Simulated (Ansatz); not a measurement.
# C3H8GeTe: the cost of one run

All numbers below are computed with Ansatz 0.2.0 (RKS PBE0/def2-SVP).

**1. The system as given**

Bond lengths: C1–C2 1.294 Å, C2–Te3 2.102 Å, Te3–Ge4 2.508 Å, Ge4–C5 1.953 Å, C1–H6 1.121 Å, C1–H7 1.110 Å, C2–H8 1.044 Å, Ge4–H9 1.586 Å, Ge4–H10 1.482 Å, C5–H11 1.119 Å, C5–H12 1.121 Å, C5–H13 1.146 Å. Angles (14 of 19 angles, heavy atoms first): C1–C2–Te3 119.9°, C2–Te3–Ge4 92.8°, Te3–Ge4–C5 110.2°, C1–C2–H8 122.2°, Te3–C2–H8 117.9°, C2–C1–H6 121.1°, C2–C1–H7 122.8°, Te3–Ge4–H9 107.3°, Te3–Ge4–H10 112.7°, C5–Ge4–H9 105.0°, C5–Ge4–H10 110.3°, Ge4–C5–H11 108.2°, Ge4–C5–H12 111.3°, Ge4–C5–H13 112.5°.

Structure file:

```xyz
13

C    -0.3295   -0.3899    2.2454
C    -0.0488   -1.3802    1.4607
Te    1.7300   -1.3563    0.3407
Ge    0.6180   -0.2822   -1.6345
C    -0.1894    1.4176   -1.1110
H    -1.3061   -0.3456    2.7942
H     0.2979    0.5238    2.3083
H    -0.6621   -2.2221    1.3853
H    -0.6023   -1.2068   -2.0498
H     1.5458   -0.0810   -2.7729
H     0.6146    2.0725   -0.6909
H    -0.9263    1.2788   -0.2779
H    -0.7215    1.9366   -1.9828
```

**2. End point A**

input.yaml

```yaml
crystal:
  periodic: [false, false, false]
  atoms:
    - { symbol: C, position_ang: [-0.3295, -0.3899, 2.2454] }
    - { symbol: C, position_ang: [-0.0488, -1.3802, 1.4607] }
    - { symbol: Te, position_ang: [1.73, -1.3563, 0.3407] }
    - { symbol: Ge, position_ang: [0.618, -0.2822, -1.6345] }
    - { symbol: C, position_ang: [-0.1894, 1.4176, -1.111] }
    - { symbol: H, position_ang: [-1.3061, -0.3456, 2.7942] }
    - { symbol: H, position_ang: [0.2979, 0.5238, 2.3083] }
    - { symbol: H, position_ang: [-0.6621, -2.2221, 1.3853] }
    - { symbol: H, position_ang: [-0.6023, -1.2068, -2.0498] }
    - { symbol: H, position_ang: [1.5458, -0.081, -2.7729] }
    - { symbol: H, position_ang: [0.6146, 2.0725, -0.6909] }
    - { symbol: H, position_ang: [-0.9263, 1.2788, -0.2779] }
    - { symbol: H, position_ang: [-0.7215, 1.9366, -1.9828] }
basis:
  gaussian: { orbitals: def2-SVP }
hamiltonian:
  xc: pbe0
relax:
  f_tol: 0.015
  max_steps: 40
```

Command:

```sh
> ansatz run input.yaml --threads 2 --pin off --max-ram 3072MiB --backend cpu --events-out ev --progress --plain --runs-dir out
```

**Question.** How long does this run take on 2 threads of Intel Xeon Platinum 8488C (Sapphire Rapids), shared host, and how much memory does it need?

About 3.3 min, with a peak of 0.48 GiB.
